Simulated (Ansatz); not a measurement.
# ClH7SiSn: a nudged elastic band in two tries

The task is a band of images between two relaxed ends.

Method: RKS B3LYP-D4/def2-SVP, in Ansatz 0.2.0.

### 1 The structure to begin with

Bond lengths: Sn1–Si2 2.588 Å, Sn1–H3 1.716 Å, Sn1–H4 1.716 Å, Sn1–H5 1.724 Å, H6–Cl7 1.292 Å, Si2–H8 1.497 Å, Si2–H9 1.492 Å, Si2–H10 1.492 Å. Angles: Sn1–Si2–H8 110.9°, Sn1–Si2–H9 110.9°, Sn1–Si2–H10 110.8°, H8–Si2–H9 107.7°, H8–Si2–H10 107.6°, H9–Si2–H10 108.8°, Si2–Sn1–H3 111.2°, Si2–Sn1–H4 111.0°, Si2–Sn1–H5 108.3°, H3–Sn1–H4 109.8°, H3–Sn1–H5 108.3°, H4–Sn1–H5 108.2°.

Coordinates:

```xyz
10

Sn   -1.1019    0.6490   -0.7708
Si    0.1680   -1.4286    0.1072
H    -0.0908    1.6229   -1.7570
H    -1.7215    1.5841    0.5281
H    -2.4303    0.1074   -1.7272
H     2.0088    0.8755    1.4779
Cl    1.8677    2.1420    1.2636
H     1.2744   -1.0271    1.0318
H     0.7747   -2.1964   -1.0192
H    -0.7490   -2.3289    0.8656
```

### 2 First try

File input.yaml:

```yaml
crystal:
  periodic: [false, false, false]
  atoms:
    - { symbol: Sn, position_ang: [-1.101902, 0.648985, -0.770828] }
    - { symbol: Si, position_ang: [0.167962, -1.428569, 0.107169] }
    - { symbol: H, position_ang: [-0.090821, 1.622884, -1.756987] }
    - { symbol: H, position_ang: [-1.721498, 1.58407, 0.528109] }
    - { symbol: H, position_ang: [-2.430274, 0.107429, -1.727182] }
    - { symbol: H, position_ang: [2.008837, 0.875485, 1.477902] }
    - { symbol: Cl, position_ang: [1.867662, 2.142005, 1.263587] }
    - { symbol: H, position_ang: [1.27439, -1.027092, 1.031833] }
    - { symbol: H, position_ang: [0.774738, -2.196419, -1.019162] }
    - { symbol: H, position_ang: [-0.748997, -2.328881, 0.865559] }
basis:
  gaussian: { orbitals: def2-SVP }
hamiltonian:
  xc: b3lyp
  dispersion: d4
neb:
  order_check: false
  images: 0
  f_tol: 0.03
  max_iterations: 8
  final_atoms:
    - { symbol: Sn, position_ang: [-1.04210027, 1.85853119, -0.77207965] }
    - { symbol: Si, position_ang: [0.89387324, -1.90607814, 0.68012645] }
    - { symbol: H, position_ang: [-0.92122572, 2.58561377, -2.31862418] }
    - { symbol: H, position_ang: [-2.39525373, 2.41886895, 0.11678993] }
    - { symbol: H, position_ang: [-0.97979783, 0.14887085, -0.85401553] }
    - { symbol: H, position_ang: [1.29698733, -0.52363714, 1.05490748] }
    - { symbol: Cl, position_ang: [0.88610508, 2.53683901, 0.43972883] }
    - { symbol: H, position_ang: [1.76739577, -2.89756049, 1.37041992] }
    - { symbol: H, position_ang: [1.01871224, -2.08168972, -0.79557735] }
    - { symbol: H, position_ang: [-0.52459912, -2.13986128, 1.0783241] }
  initial_path:
    images:
      - { positions_ang: [[-1.101902, 0.648985, -0.770828], [0.167962, -1.428569, 0.107169], [-0.090821, 1.622884, -1.756987], [-1.721498, 1.58407, 0.528109], [-2.430274, 0.107429, -1.727182], [2.008837, 0.875485, 1.477902], [1.867662, 2.142005, 1.263587], [1.27439, -1.027092, 1.031833], [0.774738, -2.196419, -1.019162], [-0.748997, -2.328881, 0.865559]] }
      - { positions_ang: [[-1.03848748, 0.71692398, -0.72783145], [0.24274236, -1.43113739, 0.16236733], [-0.10325669, 1.69294619, -1.7668625], [-1.73047894, 1.64817305, 0.52405095], [-2.344682, 0.08973581, -1.67054944], [1.81265473, 0.7680083, 1.323755], [1.76587055, 2.12186932, 1.20093625], [1.34565596, -1.17888004, 1.08475245], [0.7866288, -2.15701061, -1.00188005], [-0.73655028, -2.2707316, 0.87126146]] }
      - { positions_ang: [[-0.97507296, 0.78486297, -0.68483489], [0.31752271, -1.43370578, 0.21756566], [-0.11569238, 1.76300838, -1.776738], [-1.73945988, 1.7122761, 0.5199929], [-2.25908999, 0.07204261, -1.61391688], [1.61647245, 0.6605316, 1.169608], [1.66407911, 2.10173363, 1.1382855], [1.41692191, -1.33066809, 1.1376719], [0.79851961, -2.11760222, -0.9845981], [-0.72410357, -2.21258221, 0.87696392]] }
      - { positions_ang: [[-0.91165845, 0.85280195, -0.64183834], [0.39230307, -1.43627417, 0.27276399], [-0.12812808, 1.83307057, -1.78661351], [-1.74844083, 1.77637915, 0.51593485], [-2.17349799, 0.05434942, -1.55728432], [1.42029018, 0.5530549, 1.01546099], [1.56228766, 2.08159795, 1.07563476], [1.48818787, -1.48245613, 1.19059135], [0.81041041, -2.07819382, -0.96731616], [-0.71165685, -2.15443281, 0.88266638]] }
      - { positions_ang: [[-0.84824393, 0.92074093, -0.59884179], [0.46708343, -1.43884256, 0.32796232], [-0.14056377, 1.90313277, -1.79648901], [-1.75742177, 1.8404822, 0.5118768], [-2.08790598, 0.03665623, -1.50065176], [1.22410791, 0.4455782, 0.86131399], [1.46049622, 2.06146226, 1.01298401], [1.55945382, -1.63424418, 1.2435108], [0.82230121, -2.03878543, -0.95003421], [-0.69921014, -2.09628341, 0.88836885]] }
      - { positions_ang: [[-0.78482941, 0.98867991, -0.55584523], [0.54186378, -1.44141095, 0.38316064], [-0.15299946, 1.97319496, -1.80636451], [-1.76640271, 1.90458525, 0.50781876], [-2.00231398, 0.01896303, -1.4440192], [1.02792563, 0.3381015, 0.70716699], [1.35870477, 2.04132658, 0.95033326], [1.63071978, -1.78603222, 1.29643025], [0.83419201, -1.99937704, -0.93275226], [-0.68676342, -2.03813402, 0.89407131]] }
      - { positions_ang: [[-0.83628358, 1.16265017, -0.59909212], [0.61226567, -1.53434438, 0.44255381], [-0.30664471, 2.09567872, -1.90881645], [-1.89217291, 2.00744199, 0.42961299], [-1.79781075, 0.0449446, -1.32601846], [1.08173797, 0.16575377, 0.77671509], [1.26418484, 2.14042906, 0.84821237], [1.65805498, -2.00833788, 1.31122818], [0.87109606, -2.01583958, -0.90531728], [-0.65433056, -2.05847947, 0.93092187]] }
      - { positions_ang: [[-0.88773775, 1.33662042, -0.642339], [0.68266756, -1.62727782, 0.50194697], [-0.46028996, 2.21816248, -2.01126838], [-2.01794312, 2.11029873, 0.35140723], [-1.59330752, 0.07092616, -1.20801773], [1.13555031, -0.00659396, 0.84626318], [1.1696649, 2.23953155, 0.74609149], [1.68539017, -2.23064353, 1.32602612], [0.90800011, -2.03230211, -0.87788229], [-0.6218977, -2.07882492, 0.96777242]] }
      - { positions_ang: [[-0.93919192, 1.51059068, -0.68558589], [0.75306946, -1.72021126, 0.56134013], [-0.61393521, 2.34064625, -2.11372031], [-2.14371332, 2.21315547, 0.27320146], [-1.38880429, 0.09690772, -1.090017], [1.18936265, -0.17894168, 0.91581128], [1.07514496, 2.33863404, 0.6439706], [1.71272537, -2.45294918, 1.34082405], [0.94490415, -2.04876465, -0.85044731], [-0.58946484, -2.09917037, 1.00462298]] }
      - { positions_ang: [[-0.99064609, 1.68456094, -0.72883277], [0.82347135, -1.8131447, 0.62073329], [-0.76758047, 2.46313001, -2.21617225], [-2.26948353, 2.31601221, 0.1949957], [-1.18430106, 0.12288929, -0.97201626], [1.24317499, -0.35128941, 0.98535938], [0.98062502, 2.43773652, 0.54184972], [1.74006057, -2.67525484, 1.35562199], [0.9818082, -2.06522718, -0.82301233], [-0.55703198, -2.11951583, 1.04147354]] }
      - { positions_ang: [[-1.04210027, 1.85853119, -0.77207965], [0.89387324, -1.90607814, 0.68012645], [-0.92122572, 2.58561377, -2.31862418], [-2.39525373, 2.41886895, 0.11678993], [-0.97979783, 0.14887085, -0.85401553], [1.29698733, -0.52363714, 1.05490748], [0.88610508, 2.53683901, 0.43972883], [1.76739577, -2.89756049, 1.37041992], [1.01871224, -2.08168972, -0.79557735], [-0.52459912, -2.13986128, 1.0783241]] }
```

Launch:

```console
ansatz run input.yaml --threads 2 --pin off --max-ram 3072MiB --backend cpu --events-out ev --progress --plain --runs-dir out
```

What does the calculation give? Wanted: first try.

**Answer**, as computed:

| quantity | value |
| --- | --- |
| first try | refused |
| cause | the band is given no inner image |

What this shows: The fault in the first input was caught at the input check and cost nothing.
